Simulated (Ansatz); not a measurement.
**HfH₂Cl₄ (built from SMILES [Cl][Hf]([Cl])([Cl])[Cl].[H][H]): a barrier at many levels of theory**

How high is the barrier of this step (Hf1–H7 formed, Cl2–H6 formed, Hf1–Cl2 loosened, H6–H7 broken), and how far do cheaper methods land from CCSD(T)?

The runs use Ansatz 0.2.0, Gaussian basis; single points in def2-TZVPP on PBE0-D4/def2-TZVP structures.

Levels: SPW92, PBE-D4, BLYP-D4, r2SCAN-D4, B97M-V, PBE0-D4, B3LYP-D4, r2SCAN0-D4, BHLYP-D4, CAM-B3LYP-D4, wB97X-V, wB97M-V, B2PLYP, PBE-QIDH, RPA on PBE, Hartree-Fock, MP2, CCSD, CCSD(T). The reference is CCSD(T) at the basis limit, from triple and quadruple zeta. Zero-point energies come from PBE0-D4 vibrations.

Cores are frozen in the correlated methods. Core potentials replace the inner electrons past krypton, and spin-orbit coupling is left out. B3LYP uses VWN-RPA correlation. B2PLYP carries no dispersion term here.

80 further runs of the same task are left out: 80 set aside as unsound or not needed.

### 1 Start, saddle and end, as given

Charge 0, multiplicity 1. The folders r, ts and p hold the start, the saddle and the end; their coordinates stand in the first inputs.

| pair | r (Å) | ts (Å) | p (Å) |
| --- | --- | --- | --- |
| Hf1–H7 | 3.634 | 1.857 | 1.840 |
| Cl2–H6 | 3.409 | 1.298 | 1.284 |
| Hf1–Cl2 | 2.319 | 2.956 | 3.009 |
| H6–H7 | 0.747 | 1.836 | 2.350 |

### 2 SPW92/def2-TZVPP

Input file r/in.yaml:

```yaml
crystal:
  periodic: [false, false, false]
  atoms:
    - {symbol: Hf, position_ang: [-0.495504, -0.679727, -0.583400]}
    - {symbol: Cl, position_ang: [1.268549, 0.229271, -1.783985]}
    - {symbol: Cl, position_ang: [-1.572248, -2.249082, -1.904959]}
    - {symbol: Cl, position_ang: [0.293674, -1.725623, 1.330501]}
    - {symbol: Cl, position_ang: [-2.005124, 0.984164, -0.011538]}
    - {symbol: H, position_ang: [1.333835, 1.924042, 1.173554]}
    - {symbol: H, position_ang: [1.176817, 1.516855, 1.779728]}
basis:
  gaussian: {orbitals: def2-TZVPP}
hamiltonian: {xc: lda}
```

Input file ts/in.yaml:

```yaml
crystal:
  periodic: [false, false, false]
  atoms:
    - {symbol: Hf, position_ang: [-0.433200, -0.419822, 0.304330]}
    - {symbol: Cl, position_ang: [0.946056, 1.307882, -1.658203]}
    - {symbol: Cl, position_ang: [-0.063735, -2.079519, -1.291895]}
    - {symbol: Cl, position_ang: [-0.949226, -1.560438, 2.249548]}
    - {symbol: Cl, position_ang: [-2.209478, 1.053660, -0.028116]}
    - {symbol: H, position_ang: [1.600431, 1.318524, -0.537370]}
    - {symbol: H, position_ang: [1.109153, 0.379613, 0.961605]}
basis:
  gaussian: {orbitals: def2-TZVPP}
hamiltonian: {xc: lda}
```

Input file p/in.yaml:

```yaml
crystal:
  periodic: [false, false, false]
  atoms:
    - {symbol: Hf, position_ang: [-0.464166, -0.471040, 0.369214]}
    - {symbol: Cl, position_ang: [0.919464, 1.275340, -1.653735]}
    - {symbol: Cl, position_ang: [-0.058669, -2.086911, -1.267208]}
    - {symbol: Cl, position_ang: [-1.064359, -1.645912, 2.271162]}
    - {symbol: Cl, position_ang: [-2.194397, 1.051551, -0.003031]}
    - {symbol: H, position_ang: [1.801822, 1.578062, -0.771692]}
    - {symbol: H, position_ang: [1.060304, 0.298811, 1.055190]}
basis:
  gaussian: {orbitals: def2-TZVPP}
hamiltonian: {xc: lda}
```

The same command starts each run, in its folder.

Command:

```
ansatz run in.yaml --threads 8 --pin off --events-out ev --progress --plain --max-ram 19148MiB
```

Further steps of the session: PBE-D4/def2-TZVPP; BLYP-D4/def2-TZVPP; r2SCAN-D4/def2-TZVPP; B97M-V/def2-TZVPP; PBE0-D4/def2-TZVPP; B3LYP-D4/def2-TZVPP; r2SCAN0-D4/def2-TZVPP; BHLYP-D4/def2-TZVPP; CAM-B3LYP-D4/def2-TZVPP; wB97X-V/def2-TZVPP; wB97M-V/def2-TZVPP; B2PLYP/def2-TZVPP; PBE-QIDH/def2-TZVPP; RPA on PBE/def2-TZVPP; CCSD(T)/def2-TZVPP; MP2/def2-QZVPP; SPW92/def2-SVP; PBE-D4/def2-SVP; PBE0-D4/def2-SVP; wB97M-V/def2-SVP; CCSD(T)/def2-SVP; Vibrations of the start structure; Vibrations of the end structure.

**Question.** What will these runs give? Wanted: barrier, CCSD(T)/CBS; reverse barrier, CCSD(T)/CBS; step energy, CCSD(T)/CBS; barrier with zero-point energy; step energy with zero-point energy; imaginary mode at the saddle; largest T1 diagnostic.

As calculated:

```
                          quantity          value
              barrier, CCSD(T)/CBS   175.2 kJ/mol
      reverse barrier, CCSD(T)/CBS     3.1 kJ/mol
          step energy, CCSD(T)/CBS  +172.1 kJ/mol
    barrier with zero-point energy   179.6 kJ/mol
step energy with zero-point energy  +177.3 kJ/mol
      imaginary mode at the saddle      240i cm⁻¹
             largest T1 diagnostic          0.014
```

**Reading.** B3LYP-D4 is the best functional here (+0.3 kJ/mol from CCSD(T)/CBS); SPW92 is the worst (-26.4 kJ/mol). By rung, the mean size of the error is: LDA 26.4, GGA 3.0, meta-GGA 5.3, hybrid 1.7, range-separated hybrid 3.8, double hybrid 2.9 kJ/mol. PBE-D4 gives a barrier 5.5 kJ/mol too low, outside chemical accuracy (1 kcal/mol, 4.2 kJ/mol). Hartree-Fock, with no correlation, is off by +11.1 kJ/mol. Zero-point motion raises the barrier by 4.4 kJ/mol.
